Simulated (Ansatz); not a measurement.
**COSeSi (SMILES c1[se]o[si]#1): single points off equilibrium**

How do the functionals fare away from a minimum? The structure is a structure displaced at random from a GFN2-xTB minimum.

Program: Ansatz 0.2.0, Gaussian basis. Level of theory: single points in def2-TZVPP. These are calculated values, not measurements.

Cores are frozen in the correlated methods. Filled d shells of the heavier atoms are correlated. B3LYP uses VWN-RPA correlation.

## (1) Where the work starts

SMILES `c1[se]o[si]#1`, 4 atoms, charge 0, spin multiplicity 1.

Atoms are counted from 1 here; the program's logs count them from 0.

Bond lengths: C1–Se2 1.848 Å, C1–Si4 2.078 Å, Se2–O3 1.669 Å, Se2–Si4 2.543 Å, O3–Si4 1.754 Å. Angles: Se2–C1–Si4 80.5°, C1–Se2–O3 94.8°, C1–Se2–Si4 53.7°, O3–Se2–Si4 43.3°, Se2–O3–Si4 95.9°, C1–Si4–Se2 45.8°, C1–Si4–O3 84.7°, Se2–Si4–O3 40.8°.

Geometry (Å):

```xyz
4
charge 0, multiplicity 1
C    -0.86370    0.99620   -0.40580
Se    0.48940    0.72270    0.82350
O     0.51620   -0.93550    0.63310
Si   -0.34750   -0.95690   -0.89280
```

## (2) CCSD(T)/def2-TZVPP

Input file run/in.yaml:

```yaml
crystal:
  periodic: [false, false, false]
  atoms:
    - {symbol: C, position_ang: [-0.863700, 0.996200, -0.405800]}
    - {symbol: Se, position_ang: [0.489400, 0.722700, 0.823500]}
    - {symbol: O, position_ang: [0.516200, -0.935500, 0.633100]}
    - {symbol: Si, position_ang: [-0.347500, -0.956900, -0.892800]}
basis:
  gaussian: {orbitals: def2-TZVPP}
correlation: {method: ccsd_t}
output: {forces: true}
```

The command line of these runs was not kept.

## (3) PBE0-D4/def2-TZVPP

run/in.yaml, as its differences from that of step 2:

```diff
@@ -9,3 +9,3 @@
   gaussian: {orbitals: def2-TZVPP}
-correlation: {method: ccsd_t}
-output: {forces: true}
+hamiltonian: {xc: pbe0, dispersion: d4}
+output: {forces: true, orbitals: {seedname: orbitals}}
```

## (4) wB97M-V/def2-TZVPP

run/in.yaml, as its differences from that of step 3:

```diff
@@ -9,3 +9,3 @@
   gaussian: {orbitals: def2-TZVPP}
-hamiltonian: {xc: pbe0, dispersion: d4}
-output: {forces: true, orbitals: {seedname: orbitals}}
+hamiltonian: {xc: {name: wB97M-V}}
+output: {forces: true}
```

## (5) r2SCAN-D4/def2-TZVPP

run/in.yaml, as its differences from that of step 4:

```diff
@@ -9,3 +9,3 @@
   gaussian: {orbitals: def2-TZVPP}
-hamiltonian: {xc: {name: wB97M-V}}
+hamiltonian: {xc: r2scan, dispersion: d4}
 output: {forces: true}
```

## (6) PBE-D4/def2-TZVPP

run/in.yaml, as its differences from that of step 5:

```diff
@@ -9,3 +9,3 @@
   gaussian: {orbitals: def2-TZVPP}
-hamiltonian: {xc: r2scan, dispersion: d4}
+hamiltonian: {xc: pbe, dispersion: d4}
 output: {forces: true}
```

## (7) B3LYP-D4/def2-TZVPP

run/in.yaml, as its differences from that of step 6:

```diff
@@ -9,3 +9,3 @@
   gaussian: {orbitals: def2-TZVPP}
-hamiltonian: {xc: pbe, dispersion: d4}
+hamiltonian: {xc: {name: B3LYP}, dispersion: d4}
 output: {forces: true}
```

## (8) r2SCANh-D4/def2-TZVPP

run/in.yaml, as its differences from that of step 7:

```diff
@@ -9,3 +9,3 @@
   gaussian: {orbitals: def2-TZVPP}
-hamiltonian: {xc: {name: B3LYP}, dispersion: d4}
+hamiltonian: {xc: {name: r2SCANh}, dispersion: d4}
 output: {forces: true}
```

(Steps that only read results are left out.)

Before running it: what results should come out? Wanted: energy less free atoms, CCSD(T)/def2-TZVPP; RMS force component; RMS force error; HOMO and LUMO, PBE0-D4; T1 diagnostic.

The runs gave:

```
                                  quantity                                                                                               value
energy less free atoms, CCSD(T)/def2-TZVPP                                                                                      -1156.6 kJ/mol
                       RMS force component                                                                2.144 to 2.342 eV/Å over the methods
                           RMS force error  PBE0-D4 0.186, wB97M-V 0.223, r2SCAN-D4 0.143, PBE-D4 0.318, B3LYP-D4 0.125, r2SCANh-D4 0.183 eV/Å
                    HOMO and LUMO, PBE0-D4                                                                                  -6.32 and -3.73 eV
                             T1 diagnostic                                                                                               0.028
```

What this shows: Against CCSD(T) the functionals' energies less atoms differ by -158.7 to -28.5 kJ/mol, PBE-D4 by -158.7 kJ/mol. A larger basis would deepen the CCSD(T) value, while the functionals are nearly converged already, so the order here is not reliable. For forces B3LYP-D4 does best and PBE-D4 worst. The T1 diagnostic is large here, over the usual mark for main-group molecules (transition-metal compounds often pass it harmlessly), so CCSD(T) itself may be off. The restricted Hartree–Fock reference is unstable towards an unrestricted one at one or more of these structures.
